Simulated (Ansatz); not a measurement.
# BFGaH3: the cost of one run

Program: Ansatz 0.2.0. Level of theory: RKS B3LYP-D4/def2-SVP. These are calculated values, not measurements.

## 1. The structure to begin with

Bond lengths: B1–Ga2 1.560 Å, Ga2–F3 1.405 Å, B1–H4 1.149 Å, B1–H5 1.212 Å, Ga2–H6 1.045 Å. Angles: B1–Ga2–F3 103.2°, B1–Ga2–H6 108.8°, F3–Ga2–H6 142.8°, Ga2–B1–H4 115.2°, Ga2–B1–H5 128.8°, H4–B1–H5 115.3°.

Structure file:

```xyz
6

B    -0.4344    0.2567   -0.4570
Ga    0.4840   -0.3198    0.6646
F     0.8747   -1.5670    0.1486
H    -1.5619    0.1962   -0.2446
H    -0.1245    0.9041   -1.4333
H     0.8041    0.4658    1.2756
```

## 2. Preparing the start

input.yaml reads:

```yaml
crystal:
  periodic: [false, false, false]
  atoms:
    - { symbol: B, position_ang: [-0.4344, 0.2567, -0.457] }
    - { symbol: Ga, position_ang: [0.484, -0.3198, 0.6646] }
    - { symbol: F, position_ang: [0.8747, -1.567, 0.1486] }
    - { symbol: H, position_ang: [-1.5619, 0.1962, -0.2446] }
    - { symbol: H, position_ang: [-0.1245, 0.9041, -1.4333] }
    - { symbol: H, position_ang: [0.8041, 0.4658, 1.2756] }
basis:
  gaussian: { orbitals: def2-SVP }
hamiltonian:
  xc: b3lyp
  dispersion: d4
relax:
  f_tol: 0.02
  max_steps: 40
scf:
  lower_state_search: "off"
```

The run is started by

```console
ansatz run input.yaml --threads 1 --pin off --max-ram 2048MiB --backend cpu --events-out ev --progress --plain --runs-dir out
```

What time and memory should one allow on 1 thread of an Arm CPU, shared host?

About 19 s, with a peak of 0.15 GiB.
